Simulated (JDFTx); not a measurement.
A run of JDFTx 1.7.0 (patched build):

The input TePt.in:

```
lattice \
    8.0556753968    -4.0278376984     0.0000000000 \
    0.0000000000     6.9764195382     0.0000000000 \
    0.0000000000     0.0000000000    10.6991965703
coords-type Lattice
ion Pt     0.0000000000     0.0000000000     0.0000000000 1
ion Pt     0.0000000000     0.0000000000     0.5000000000 1
ion Te     0.3333333333     0.6666666667     0.2500000000 1
ion Te     0.6666666667     0.3333333333     0.7500000000 1

ion-species pseudo/Pt.upf
ion-species pseudo/Te.upf
elec-cutoff 42 336
elec-ex-corr gga-PBEsol
kpoint-folding 7 7 5
elec-smearing Fermi 0.0018374661
elec-n-bands 44
electronic-SCF nIterations 100 energyDiffThreshold 1e-09
electronic-minimize nIterations 30 energyDiffThreshold 1e-7
converge-empty-states yes
forces-output-coords Cartesian

dump-name run.$VAR
dump End Ecomponents EigStats BandEigs Kpoints Forces Stress
```

Potentials or basis: PseudoDojo-SR-PBEsol-0.4.1-standard with smoothed tails.

Run with:

```bash
$ jdftx -c 1 -i TePt.in -o TePt.out
```

Hardware: 1 thread of AMD EPYC 7R43 64-Core Processor (Zen 3) (shared host).

Task: Estimate the wall time of this run.

Result: Run time: 4.8 min on 1 thread of AMD EPYC 7R43 64-Core Processor (Zen 3), on a shared host, peak memory 0.49 GiB. Counts: scf iterations 13, bands 44, k points 24, plane waves 7818.
